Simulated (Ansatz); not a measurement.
I need the levels without and with spin-orbit coupling of Ba2NF, space group R-3m. Use the Python package of Ansatz (0.2.0). Level of theory (first run): LDA, PAW, cutoff 476 eV, 6×6×6 k-points, fixed occupations.

```yaml
crystal:
  lattice:
    - [2.01082, 1.16095, 6.67510]
    - [-2.01082, 1.16095, 6.67510]
    - [0.00000, -2.32190, 6.67510]
  atoms:
    - { symbol: Ba, position: [0.75764, 0.75764, 0.75764] }
    - { symbol: Ba, position: [0.24236, 0.24236, 0.24236] }
    - { symbol: N, position: [0.50000, 0.50000, 0.50000] }
    - { symbol: F, position: [0.00000, 0.00000, 0.00000] }
```

`ba2nf_soc.py`
```python
# -*- coding: utf-8 -*-
"""Levels of Ba2NF without and with spin-orbit coupling."""

import ansatz as az
import numpy as np


def main():
    vectors = np.array([
        [2.010822, 1.160949, 6.675103],
        [-2.010822, 1.160949, 6.675103],
        [0.0, -2.321898, 6.675103],
    ])
    cell = (
        az.Lattice.of(vectors)
        .atom("Ba", [0.75764, 0.75764, 0.75764])
        .atom("Ba", [0.24236, 0.24236, 0.24236])
        .atom("N", [0.5, 0.5, 0.5])
        .atom("F", [0.0, 0.0, 0.0])
    )

    setup = (
        cell.calculation()
        .kpoints(6)
        .occupations("fixed")
        .basis(35 * az.Ry)
        .functional(az.Functional.LDA)
        .band_table()
    )
    for label, variant in (("scalar-relativistic", setup), ("spin-orbit", setup.spin(soc=True))):
        r = variant.run(threads=1, pin="off").report
        zero = r["band_edges_ev"][0] if r.get("band_edges_ev") else r["fermi_energy_ev"]
        near = [round(e - zero, 3) for e in r["eigenvalues_ev"][0] if abs(e - zero) < 3]
        print(label)
        print("  band edges (eV):", [round(e, 3) for e in r.get("band_edges_ev") or []] or "none reported")
        print("  levels at k =", r["kpoints_frac"][0], "within 3 eV of the zero:", near)


if __name__ == "__main__":
    main()
```

```console
$ python ba2nf_soc.py
scalar-relativistic
  band edges (eV): [8.326, 9.245]
  levels at k = [0.0, 0.0, 0.0] within 3 eV of the zero: [-1.136, -0.417, -0.417, 1.489]
RunWarning: iter 1: σ=0 fill of 32 bands saw a band overlap (occupied 10.6021 eV > unoccupied 10.2968 eV) — on an unconverged iterate often a transient of an unconverged empty band; one that stands [...]
spin-orbit
  band edges (eV): [8.344, 9.245]
  levels at k = [0.0, 0.0, 0.0] within 3 eV of the zero: [-1.154, -1.154, -0.447, -0.447, -0.425, -0.425, 1.472, 1.472]
```
(Warnings from the package without file and line, shortened.)

Reading the output:
- The computed bands are complete only to about 3.5 eV above the Fermi level.
- This cell is a computed structure, which may not be the phase found in nature.
- Levels are Kohn-Sham eigenvalues on this mesh.
- With spin-orbit coupling each level holds one electron and, with inversion or at time-reversal points, comes in pairs; a window in energy can cut a split set.
- Hardware and time: 47 s on 1 thread of Arm Neoverse V1, on a shared host, peak memory 0.7 GiB.
